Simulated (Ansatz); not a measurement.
# W: sliding across a plane

This session takes W and sets out to slide the crystal rigidly across a (1 0 0) plane.

Method: DFT r2SCAN, scalar-relativistic, plane waves, PAW, in Ansatz 0.2.0.

2 further runs of the same task are left out: 2 set aside as unsound or not needed. Runs told in other sessions of the task aren't counted.

### 1 The system as given

It takes space group Pm-3n (No. 223, cubic). Conventional cell: a = 5.053 Å, b = 5.053 Å, c = 5.053 Å, α = 90.00°, β = 90.00°, γ = 90.00°. Around W (site symmetry m-3) lie 12 W at 2.82 Å. Around W (site symmetry -4m2) lie 6 W at 2.53 to 2.82 Å.

Structure file:

```
CELL_PARAMETERS angstrom
0.00000 -5.05303 0.00000
0.00000 0.00000 -5.05303
10.10606 0.00000 0.00000
ATOMIC_POSITIONS crystal
W 0.00000 0.00000 0.50000
W 0.00000 0.00000 0.00000
W 0.50000 0.50000 0.25000
W 0.50000 0.50000 0.75000
W 0.50000 0.75000 0.00000
W 0.50000 0.75000 0.50000
W 0.50000 0.25000 0.00000
W 0.50000 0.25000 0.50000
W 0.00000 0.50000 0.12500
W 0.00000 0.50000 0.62500
W 0.00000 0.50000 0.37500
W 0.00000 0.50000 0.87500
W 0.25000 0.00000 0.25000
W 0.25000 0.00000 0.75000
W 0.75000 0.00000 0.25000
W 0.75000 0.00000 0.75000
```

It is built from the cell relaxed beforehand with the same method (16.13 Å³/atom).

### 2 The reference cell

The cell is repeated 2 times, 16 atoms in all. The reference gives a free energy of -166355.0636 eV, pressure 0.02 GPa, largest force 0.000 eV/Å and gap on the mesh none (metal). It was computed beforehand with the settings of the runs below.

### 3 Next: sliding across a plane

The cut lies on the cell's a–b face, a (1 0 0) plane of area 25.53 Å², between layers 1.26 Å apart (W below, W above); the cell is 10.1 Å thick. Vector c is tilted by f times 1·a + 0·b (length 5.053 Å) with the atoms' Cartesian places fixed: one unrelaxed fault per cell.

### 4 At f = 0.200

Contents of input.yaml:

```yaml
crystal:
  lattice:
    - [0.0, -5.053032034, 0.0]
    - [0.0, 0.0, -5.053032034]
    - [10.106064068, -1.0106064068, 0.0]
  atoms:
    - { symbol: W, position: [0.9125, 0.0, 0.4375] }
    - { symbol: W, position: [0.8125, 0.0, 0.9375] }
    - { symbol: W, position: [0.4625, 0.5, 0.1875] }
    - { symbol: W, position: [0.3625, 0.5, 0.6875] }
    - { symbol: W, position: [0.3125, 0.75, 0.9375] }
    - { symbol: W, position: [0.4125, 0.75, 0.4375] }
    - { symbol: W, position: [0.3125, 0.25, 0.9375] }
    - { symbol: W, position: [0.4125, 0.25, 0.4375] }
    - { symbol: W, position: [-0.0125, 0.5, 0.0625] }
    - { symbol: W, position: [-0.1125, 0.5, 0.5625] }
    - { symbol: W, position: [-0.0625, 0.5, 0.3125] }
    - { symbol: W, position: [-0.1625, 0.5, 0.8125] }
    - { symbol: W, position: [0.2125, 1.0, 0.1875] }
    - { symbol: W, position: [0.1125, 1.0, 0.6875] }
    - { symbol: W, position: [0.7125, 1.0, 0.1875] }
    - { symbol: W, position: [0.6125, 1.0, 0.6875] }
basis:
  ecutwfc: 500
kpoints:
  mp_grid: { grid: [8, 8, 4] }
hamiltonian:
  xc: r2scan
scf:
  occupations: { method: gaussian, width: 0.15 }
output:
  forces: true
  stress: true
  eigenvalues: true
  write_density: true
  write_potential: true
  elf: true
  volumetric_format: npy
```

Command:

```bash
> ansatz run input.yaml --threads 2 --pin off --max-ram 5120MiB --backend cpu --events-out ev --progress --plain --runs-dir out
```

Standard output, cut to the lines that bear on the results:

```text
Warning: RAYON_NUM_THREADS=2 ignored (pool sized by the plan → 2); use --threads N
[...]
Pseudopotentials: kind: paw
Pseudopotential: W, paw, valence charge 14, recommended cutoff 500 eV (meta_gga), W.paw.azcp
Functional definition: r2SCAN
[...]
Crystal: 16 atoms, lattice volume = 258.039 Å³
Basis set: ecut = 500 eV, 6507 PW (Γ), exchange–correlation on 160×160×300 points (64 copies of the dense FFT grid, shifted against one another)
Bands: 135, of which v1, the nominal top of the filled ones, is band 112 counted from 1 (111 counted from 0)
Symmetry: 2 space group operations
Space group: Pm (ITA 6), of the structure as read, at distance tolerance 6.4e-5 Å
k-points: 90 of 256 (time reversal used)
[...]
SCF iter   1: F=—  HF=-166350.153053 eV  |F-HF|=—  |Δ(HF+E_count)|=         —  Δρ=8.82e-3  dr2=1.70e-1  dr2_τ=8.29e-1  ethr=1.77e-3  ⟨swp⟩=4.1  Hψ=44910  notcnv=0
[...]
SCF iter   9: F=-166350.455417 eV  HF=-166350.455417 eV  |F-HF|=3.46e-8  |Δ(HF+E_count)|=   1.39e-8  Δρ=2.76e-6  dr2=4.63e-8  dr2_τ=7.19e-9  ethr=4.46e-11  ⟨swp⟩=15.0  Hψ=81862  notcnv=0
[...]
SCF converged after 9 iterations
Free energy (F): -166350.455417 eV
[...]
E sigma→0 (E₀):  -166350.414434 eV
Entropy (-TS):   -0.081965 eV (-5.123 meV/atom)
Fermi energy:    21.808458 eV
[...]
--- Forces (eV/Å), atoms counted from 1 ---
  atom   1  W      0.02533719    -0.03878689     0.00000000
  atom   2  W     -0.22046160    -1.22297022     0.00000000
  atom   3  W     -0.61274077     0.45639212     0.00000000
  atom   4  W      0.14687809    -0.07358033     0.00000000
  atom   5  W     -3.11522323    -3.20176881    -1.74896700
  atom   6  W     -0.07426415     0.00571522     0.15758087
  atom   7  W     -3.11522323    -3.20176881     1.74896700
  atom   8  W     -0.07426415     0.00571522    -0.15758087
[...]
--- Stress (GPa, compression-positive) ---
        4.952400       6.742814      -0.000000
        6.742814       7.025095       0.000000
       -0.000000       0.000000       4.793554
  P = ⅓ Tr σ = 5.5903 GPa (55.903 kbar)
--- Band table (eV; the first three rows and the last of 90) ---
[...]
```

It took 4.1 min on 2 threads of Oxide Virtual Turin-like (Zen 5), shared host; peak memory 2.9 GiB.

Density in a lattice plane of the grid's cell (edges 5.05 and 10.16 Å, at 0.000 of the third edge), which holds W.

Ten even steps from ' ' (0.22 e/Å³) to '@' (5.31 e/Å³):
```
..              ==@@%%##
                ::%%@@**
                  ..::..
                        
::**==..    ::**==..    
##%%@@==  ..##%%@@==  ..
==@@@@--    ==@@@@--    
  ....        ....      
                        
::                ..==**
@@::              --@@##
##..              ..##@@
..                    ..
                        
  ::++++..    ::++++..  
  ++@@%%**..  ++@@%%**..
  --%%@@++    --%%@@++  
    ....        ..::    
                        
                ..++++..
```
Columns run along the first of these edges and rows up along the second, over one cell in 12 and 20 even steps from the bottom left corner. Atoms in the plane (fractional): W at (0.91, 0.44), W at (0.81, 0.94), W at (0.21, 0.19), W at (0.11, 0.69), W at (0.71, 0.19), W at (0.61, 0.69).

ELF in the same plane.

Ten even steps from '0' (0.06) to '9' (0.74):
```
355444638519
356434634879
256555552363
332464233454
698342698343
915844914844
878733888743
255234255355
355555555432
626644574389
954644564670
944654465496
325765565325
533235423345
449833249835
493294493294
478783378783
413522314633
444555544543
155555623993
```
Columns run along the first of these edges and rows up along the second, over one cell in 12 and 20 even steps from the bottom left corner. Atoms in the plane (fractional): W at (0.91, 0.44), W at (0.81, 0.94), W at (0.21, 0.19), W at (0.11, 0.69), W at (0.71, 0.19), W at (0.61, 0.69).

Both are smooth fields of the valence electrons: close to the nuclei they are not physical.

Maxima of ELF outside the ion cores: 0.57 between the atoms, 1.6 Å from W; 0.45 on the W–W line, 1.2 Å from W.

### 5 Point f = 0.400

Contents of input.yaml:

```yaml
crystal:
  lattice:
    - [0.0, -5.053032034, 0.0]
    - [0.0, 0.0, -5.053032034]
    - [10.106064068, -2.0212128136, 0.0]
  atoms:
    - { symbol: W, position: [0.825, 0.0, 0.4375] }
    - { symbol: W, position: [0.625, 0.0, 0.9375] }
    - { symbol: W, position: [0.425, 0.5, 0.1875] }
    - { symbol: W, position: [0.225, 0.5, 0.6875] }
    - { symbol: W, position: [0.125, 0.75, 0.9375] }
    - { symbol: W, position: [0.325, 0.75, 0.4375] }
    - { symbol: W, position: [0.125, 0.25, 0.9375] }
    - { symbol: W, position: [0.325, 0.25, 0.4375] }
    - { symbol: W, position: [-0.025, 0.5, 0.0625] }
    - { symbol: W, position: [-0.225, 0.5, 0.5625] }
    - { symbol: W, position: [-0.125, 0.5, 0.3125] }
    - { symbol: W, position: [-0.325, 0.5, 0.8125] }
    - { symbol: W, position: [0.175, 1.0, 0.1875] }
    - { symbol: W, position: [-0.025, 1.0, 0.6875] }
    - { symbol: W, position: [0.675, 1.0, 0.1875] }
    - { symbol: W, position: [0.475, 1.0, 0.6875] }
basis:
  ecutwfc: 500
kpoints:
  mp_grid: { grid: [8, 8, 4] }
hamiltonian:
  xc: r2scan
scf:
  occupations: { method: gaussian, width: 0.15 }
output:
  forces: true
  stress: true
  eigenvalues: true
```

Command:

```bash
> ansatz run input.yaml --threads 2 --pin off --max-ram 5120MiB --backend cpu --events-out ev --progress --plain --runs-dir out
```

Standard output, cut to the lines that bear on the results:

```text
Warning: RAYON_NUM_THREADS=2 ignored (pool sized by the plan → 2); use --threads N
[...]
[... 3 set-up lines as earlier in the session ...]
[...]
Crystal: 16 atoms, lattice volume = 258.039 Å³
Basis set: ecut = 500 eV, 6521 PW (Γ), exchange–correlation on 160×160×320 points (64 copies of the dense FFT grid, shifted against one another)
Bands: 135, of which v1, the nominal top of the filled ones, is band 112 counted from 1 (111 counted from 0)
[... 2 set-up lines as earlier in the session ...]
k-points: 90 of 256 (time reversal used)
[...]
SCF iter   1: F=—  HF=-166337.737061 eV  |F-HF|=—  |Δ(HF+E_count)|=         —  Δρ=1.59e-2  dr2=4.66e0  dr2_τ=1.22e0  ethr=1.77e-3  ⟨swp⟩=4.5  Hψ=44863  notcnv=0
[...]
SCF converged after 11 iterations
Free energy (F): -166337.951243 eV
[...]
E sigma→0 (E₀):  -166337.900296 eV
Entropy (-TS):   -0.101895 eV (-6.368 meV/atom)
Fermi energy:    21.769751 eV
[...]
--- Forces (eV/Å), atoms counted from 1 ---
  atom   1  W      0.01467773     0.07191535     0.00000000
  atom   2  W      0.61941530     0.85436677     0.00000000
  atom   3  W     -0.82994860     0.30393106     0.00000000
  atom   4  W     -0.07684453    -0.00655259     0.00000000
  atom   5  W    -18.71557016    -7.88825762   -18.05735091
  atom   6  W     -0.00637797     0.00828451    -0.05006675
  atom   7  W    -18.71557016    -7.88825762    18.05735091
  atom   8  W     -0.00637797     0.00828451     0.05006675
[...]
--- Stress (GPa, compression-positive) ---
       26.547749      11.168686       0.000000
       11.168685       9.000020       0.000000
        0.000000       0.000000      32.016576
  P = ⅓ Tr σ = 22.5214 GPa (225.214 kbar)
--- Band table (eV; the first three rows and the last of 90) ---
[...]
```

Wall time 2.8 min (2 threads of Oxide Virtual Turin-like (Zen 5), shared host); peak memory 2.9 GiB.

### 6 At f = 0.100

Contents of input.yaml:

```yaml
crystal:
  lattice:
    - [0.0, -5.053032034, 0.0]
    - [0.0, 0.0, -5.053032034]
    - [10.106064068, -0.5053032034, 0.0]
  atoms:
    - { symbol: W, position: [0.95625, 0.0, 0.4375] }
    - { symbol: W, position: [0.90625, 0.0, 0.9375] }
    - { symbol: W, position: [0.48125, 0.5, 0.1875] }
    - { symbol: W, position: [0.43125, 0.5, 0.6875] }
    - { symbol: W, position: [0.40625, 0.75, 0.9375] }
    - { symbol: W, position: [0.45625, 0.75, 0.4375] }
    - { symbol: W, position: [0.40625, 0.25, 0.9375] }
    - { symbol: W, position: [0.45625, 0.25, 0.4375] }
    - { symbol: W, position: [-0.00625, 0.5, 0.0625] }
    - { symbol: W, position: [-0.05625, 0.5, 0.5625] }
    - { symbol: W, position: [-0.03125, 0.5, 0.3125] }
    - { symbol: W, position: [-0.08125, 0.5, 0.8125] }
    - { symbol: W, position: [0.23125, 1.0, 0.1875] }
    - { symbol: W, position: [0.18125, 1.0, 0.6875] }
    - { symbol: W, position: [0.73125, 1.0, 0.1875] }
    - { symbol: W, position: [0.68125, 1.0, 0.6875] }
basis:
  ecutwfc: 500
kpoints:
  mp_grid: { grid: [8, 8, 4] }
hamiltonian:
  xc: r2scan
scf:
  occupations: { method: gaussian, width: 0.15 }
output:
  forces: true
  stress: true
  eigenvalues: true
```

Command:

```bash
> ansatz run input.yaml --threads 2 --pin off --max-ram 5120MiB --backend cpu --events-out ev --progress --plain --runs-dir out
```

Standard output, cut to the lines that bear on the results:

```text
Warning: RAYON_NUM_THREADS=2 ignored (pool sized by the plan → 2); use --threads N
[...]
[... 3 set-up lines as earlier in the session ...]
[...]
Crystal: 16 atoms, lattice volume = 258.039 Å³
Basis set: ecut = 500 eV, 6525 PW (Γ), exchange–correlation on 160×160×300 points (64 copies of the dense FFT grid, shifted against one another)
Bands: 135, of which v1, the nominal top of the filled ones, is band 112 counted from 1 (111 counted from 0)
[... 2 set-up lines as earlier in the session ...]
k-points: 90 of 256 (time reversal used)
[...]
SCF iter   1: F=—  HF=-166353.423531 eV  |F-HF|=—  |Δ(HF+E_count)|=         —  Δρ=7.95e-3  dr2=9.22e-2  dr2_τ=7.83e-1  ethr=1.77e-3  ⟨swp⟩=4.1  Hψ=44904  notcnv=0
[...]
SCF converged after 8 iterations
Free energy (F): -166353.709265 eV
[...]
E sigma→0 (E₀):  -166353.678273 eV
Entropy (-TS):   -0.061985 eV (-3.874 meV/atom)
Fermi energy:    21.835205 eV
[...]
--- Forces (eV/Å), atoms counted from 1 ---
  atom   1  W     -0.01873001    -0.13654310     0.00000000
  atom   2  W     -0.05725448    -1.37074961     0.00000000
  atom   3  W      0.05995283     0.48641032     0.00000000
  atom   4  W      0.01507176    -0.01796149     0.00000000
  atom   5  W     -0.64058287    -1.82651115    -0.26939957
  atom   6  W     -0.01203040    -0.08236548     0.07208852
  atom   7  W     -0.64058287    -1.82651115     0.26939957
  atom   8  W     -0.01203040    -0.08236548    -0.07208852
[...]
--- Stress (GPa, compression-positive) ---
        1.292355       5.343355      -0.000000
        5.343355       2.646676       0.000000
       -0.000000       0.000000       0.381499
  P = ⅓ Tr σ = 1.4402 GPa (14.402 kbar)
--- Band table (eV; the first three rows and the last of 90) ---
[...]
```

Wall time 2.8 min (2 threads of Oxide Virtual Turin-like (Zen 5), shared host); peak memory 2.9 GiB.

### 7 All points together

The scan, with free energies counted from the undisturbed cell:

```csv
f,γ (mJ/m²),shear traction (GPa)
0.000,0,0.0
0.100,850,32.7
0.200,2892,47.7
0.400,10738,94.6
```

Not run, since symmetry makes them alike: 0.600 repeats 0.400, 0.800 repeats 0.200. Energy, pressure and gap are the same there.

### 8 Results

| quantity | value |
| --- | --- |
| highest fault energy sampled | 10738 mJ/m² at f = 0.400 |
| largest shear traction sampled | 94.6 GPa |

The highest point computed is 10738 mJ/m², at f = 0.400; the true top can lie between points. Nothing is relaxed, so these energies are upper bounds; letting the layers move apart would lower them. The runs treat W without spin-orbit coupling. Where forces pass 15 eV/Å atoms stand far too close, the PAW spheres overlap strongly and those numbers are rough.
